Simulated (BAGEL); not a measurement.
**PBE0/6-31G(d) (density fitting with qzvpp-jkfit, spherical functions) run of CH5ClOSi (SMILES CO[SiH2]Cl)**

Aim: the energy change on altering one bond length of CH5ClOSi at PBE0/6-31G* (density fitting with qzvpp-jkfit, spherical functions), from 2 runs. 

The results are computed with BAGEL 1.2.2.

4 further runs of the same task are left out: 3 that didn't finish, 1 set aside as unsound or not needed.

## Step 1: The molecule

The species is CH5ClOSi (9 atoms), meant as a singlet with charge 0. As SMILES, `CO[SiH2]Cl`. The shape is that of a PBE0-D4/def2-TZVP optimisation. This is one conformer, not always the lowest.

Bond lengths: C1–O2 1.412 Å, O2–Si3 1.626 Å, Si3–Cl4 2.057 Å, C1–H5 1.090 Å, C1–H6 1.094 Å, C1–H7 1.096 Å, Si3–H8 1.474 Å, Si3–H9 1.483 Å. Some angles: C1–O2–Si3 124.4°, O2–Si3–Cl4 111.0°, O2–C1–H5 108.0°, O2–C1–H6 110.9°, O2–C1–H7 111.5°, O2–Si3–H8 106.8°, O2–Si3–H9 111.2°, Cl4–Si3–H8 108.7°, Cl4–Si3–H9 106.0°, H5–C1–H6 108.9°.

## Step 2: The energy at PBE0/6-31G(d) (density fitting with qzvpp-jkfit, spherical functions)

input.json reads:

```json
{ "bagel" : [

{
  "title" : "molecule",
  "basis" : "6-31gs.json",
  "df_basis" : "qzvpp-jkfit",
  "angstrom" : "true",
  "geometry" : [
    { "atom" : "C", "xyz" : [      -0.841000,       0.987400,       0.447000 ] },
    { "atom" : "O", "xyz" : [       0.418200,       0.685500,      -0.117200 ] },
    { "atom" : "Si", "xyz" : [       0.891200,      -0.804900,      -0.562600 ] },
    { "atom" : "Cl", "xyz" : [       0.958100,      -2.072600,       1.056300 ] },
    { "atom" : "H", "xyz" : [      -0.939900,       2.072400,       0.489700 ] },
    { "atom" : "H", "xyz" : [      -0.920800,       0.584000,       1.460600 ] },
    { "atom" : "H", "xyz" : [      -1.659100,       0.583600,      -0.159700 ] },
    { "atom" : "H", "xyz" : [       2.251500,      -0.671700,      -1.115300 ] },
    { "atom" : "H", "xyz" : [      -0.069600,      -1.410100,      -1.515800 ] }
  ]
},

{
  "title" : "ks",
  "xc_func" : "pbe0"
},

{
  "title" : "print",
  "file" : "orbitals.molden",
  "orbitals" : "true"
}

]}
```

The basis set 6-31G* is read from a file made from the Basis Set Exchange's data (not shown).

On the command line:

```sh
$ BAGEL_NUM_THREADS=1 BAGEL input.json > input.out
```

Log:

```text
* using 1 threads per process

  ===============================================================
  ===============================================================

  *** Geometry ***

  { "atom" : "C", "xyz" : [     -1.589260,      1.865916,      0.844708 ] },
  { "atom" : "O", "xyz" : [      0.790283,      1.295407,     -0.221476 ] },
  { "atom" : "Si", "xyz" : [      1.684124,     -1.521041,     -1.063160 ] },
  { "atom" : "Cl", "xyz" : [      1.810547,     -3.916646,      1.996118 ] },
  { "atom" : "H", "xyz" : [     -1.776154,      3.916268,      0.925399 ] },
  { "atom" : "H", "xyz" : [     -1.740060,      1.103600,      2.760134 ] },
  { "atom" : "H", "xyz" : [     -3.135245,      1.102844,     -0.301789 ] },
  { "atom" : "H", "xyz" : [      4.254718,     -1.269329,     -2.107612 ] },
  { "atom" : "H", "xyz" : [     -0.131525,     -2.664703,     -2.864447 ] },

  Number of auxiliary basis functions:      498

  Since a DF basis is specified, we compute 2- and 3-index integrals:
    o Being stored without compression. Storage requirement is 0.022 GB

  Number of basis functions:       74
  Number of electrons      :       50

    * METHOD: MOLECULE                             0.24

  *** Kohn-Sham DFT ***

    * Removing 16670 points whose weight is below 1.00e-10
    * Grid points: 117484

  === Nuclear Repulsion ===
   223.0948276538

       - DIIS with orbital gradients will be used.

  === KS iteration (pbe0 / 6-31gs.json) ===
      0       -829.10010224          0.13174909           0.38
      1       -785.83759884          0.22113465           0.36
      2       -816.24954086          0.19114234           0.36
      3       -832.90351953          0.15983035           0.36
      4       -860.27199595          0.09358407           0.36
      5       -864.05291397          0.05292069           0.36
      6       -865.47803264          0.02087472           0.35
      7       -865.63070236          0.00658274           0.35
      8       -865.65085987          0.00246170           0.35
      9       -865.65572298          0.00039095           0.36
     10       -865.65579961          0.00009550           0.35
     11       -865.65580473          0.00003120           0.36
     12       -865.65580509          0.00000918           0.36
     13       -865.65580513          0.00000235           0.35
     14       -865.65580513          0.00000101           0.36
     15       -865.65580514          0.00000034           0.35
     16       -865.65580514          0.00000008           0.36
     17       -865.65580514          0.00000003           0.35
     18       -865.65580514          0.00000001           0.36
     19       -865.65580514          0.00000000           0.35
    * SCF iteration converged.

    * Permanent dipole moment:
           (    0.529103,    -0.385849,     0.324828) a.u.

    * METHOD: KS                                   7.69

    * METHOD: PRINT                                0.01

  ===============================================================
```

It took 8.4 s on 1 thread of Intel Xeon Platinum 8488C (Sapphire Rapids), shared host; peak memory 0.44 GiB.

## Step 3: The distorted shape, same level

dft.json reads:

```json
{ "bagel" : [

{
  "title" : "molecule",
  "basis" : "6-31gs.json",
  "df_basis" : "qzvpp-jkfit",
  "angstrom" : true,
  "geometry" : [
    { "atom" : "C", "xyz" : [   -0.791550,    0.444902,    0.425650 ] },
    { "atom" : "O", "xyz" : [    0.467650,    0.143002,   -0.138550 ] },
    { "atom" : "Si", "xyz" : [    0.940650,   -1.347398,   -0.583950 ] },
    { "atom" : "Cl", "xyz" : [    1.007550,   -2.615098,    1.034950 ] },
    { "atom" : "H", "xyz" : [   -0.939900,    2.072400,    0.489700 ] },
    { "atom" : "H", "xyz" : [   -0.871350,    0.041502,    1.439250 ] },
    { "atom" : "H", "xyz" : [   -1.609650,    0.041102,   -0.181050 ] },
    { "atom" : "H", "xyz" : [    2.300950,   -1.214198,   -1.136650 ] },
    { "atom" : "H", "xyz" : [   -0.020150,   -1.952598,   -1.537150 ] }
  ]
},
{ "title" : "ks", "xc_func" : "pbe0" },
{ "title" : "print", "file" : "orbitals.molden", "orbitals" : true }

]}
```

The basis set 6-31G* is read from a file made from the Basis Set Exchange's data (not shown).

On the command line:

```sh
$ BAGEL_NUM_THREADS=1 BAGEL dft.json > dft.out
```

Log:

```text
* using 1 threads per process

  ===============================================================
  ===============================================================

  *** Geometry ***

  { "atom" : "C", "xyz" : [     -1.495813,      0.840743,      0.804362 ] },
  { "atom" : "O", "xyz" : [      0.883730,      0.270235,     -0.261822 ] },
  { "atom" : "Si", "xyz" : [      1.777571,     -2.546213,     -1.103506 ] },
  { "atom" : "Cl", "xyz" : [      1.903994,     -4.941819,      1.955772 ] },
  { "atom" : "H", "xyz" : [     -1.776154,      3.916268,      0.925399 ] },
  { "atom" : "H", "xyz" : [     -1.646613,      0.078427,      2.719788 ] },
  { "atom" : "H", "xyz" : [     -3.041798,      0.077672,     -0.342135 ] },
  { "atom" : "H", "xyz" : [      4.348165,     -2.294502,     -2.147957 ] },
  { "atom" : "H", "xyz" : [     -0.038078,     -3.689875,     -2.904793 ] },

  Number of auxiliary basis functions:      498

  Since a DF basis is specified, we compute 2- and 3-index integrals:
    o Being stored without compression. Storage requirement is 0.022 GB

  Number of basis functions:       74
  Number of electrons      :       50

    * METHOD: MOLECULE                             0.24

  *** Kohn-Sham DFT ***

    * Removing 16019 points whose weight is below 1.00e-10
    * Grid points: 118135

  === Nuclear Repulsion ===
   221.1687558866

       - DIIS with orbital gradients will be used.

  === KS iteration (pbe0 / 6-31gs.json) ===
      0       -829.61814770          0.13124419           0.39
      1       -796.86958986          0.17007351           0.37
      2       -816.53243012          0.17859021           0.37
      3       -832.06066856          0.15863378           0.37
      4       -861.73150452          0.06153414           0.37
      5       -865.18078946          0.02414600           0.37
      6       -865.49778465          0.01211545           0.37
      7       -865.56587884          0.00566089           0.37
      8       -865.57914747          0.00134816           0.37
      9       -865.57994048          0.00030845           0.37
     10       -865.57998841          0.00011574           0.37
     11       -865.57999227          0.00004424           0.37
     12       -865.57999315          0.00000417           0.37
     13       -865.57999316          0.00000103           0.37
     14       -865.57999316          0.00000042           0.37
     15       -865.57999316          0.00000029           0.37
     16       -865.57999316          0.00000003           0.37
     17       -865.57999316          0.00000002           0.37
     18       -865.57999316          0.00000001           0.37
    * SCF iteration converged.

    * Permanent dipole moment:
           (    0.434490,    -0.108169,     0.364995) a.u.

    * METHOD: KS                                   7.57

    * METHOD: PRINT                                0.01

  ===============================================================
```

Run time: 8.1 s. Hardware: 1 thread of Intel Xeon Platinum 8488C (Sapphire Rapids), shared host; peak memory 0.44 GiB.

## Step 4: What came out

Level: PBE0/6-31G* (density fitting with qzvpp-jkfit, spherical functions).

| quantity | value |
| --- | --- |
| first shape: total energy | -865.65581 Eh |
| first shape: dipole moment | 1.86 D |
| first shape: HOMO energy | -8.57 eV |
| first shape: LUMO energy | 0.81 eV |
| first shape: HOMO–LUMO gap | 9.38 eV |
| distorted shape: total energy | -865.57999 Eh |
| distorted shape: dipole moment | 1.47 D |
| distorted shape: HOMO energy | -8.44 eV |
| distorted shape: LUMO energy | -0.06 eV |
| distorted shape: HOMO–LUMO gap | 8.39 eV |
| energy change with the C1–H5 bond stretched from 1.090 to 1.635 Å | 2.063 eV |

What this shows: With the C1–H5 bond stretched from 1.090 to 1.635 Å the energy rises by 2.06 eV (48 kcal/mol). The first shape isn't relaxed at this level, so the change isn't measured from a minimum.
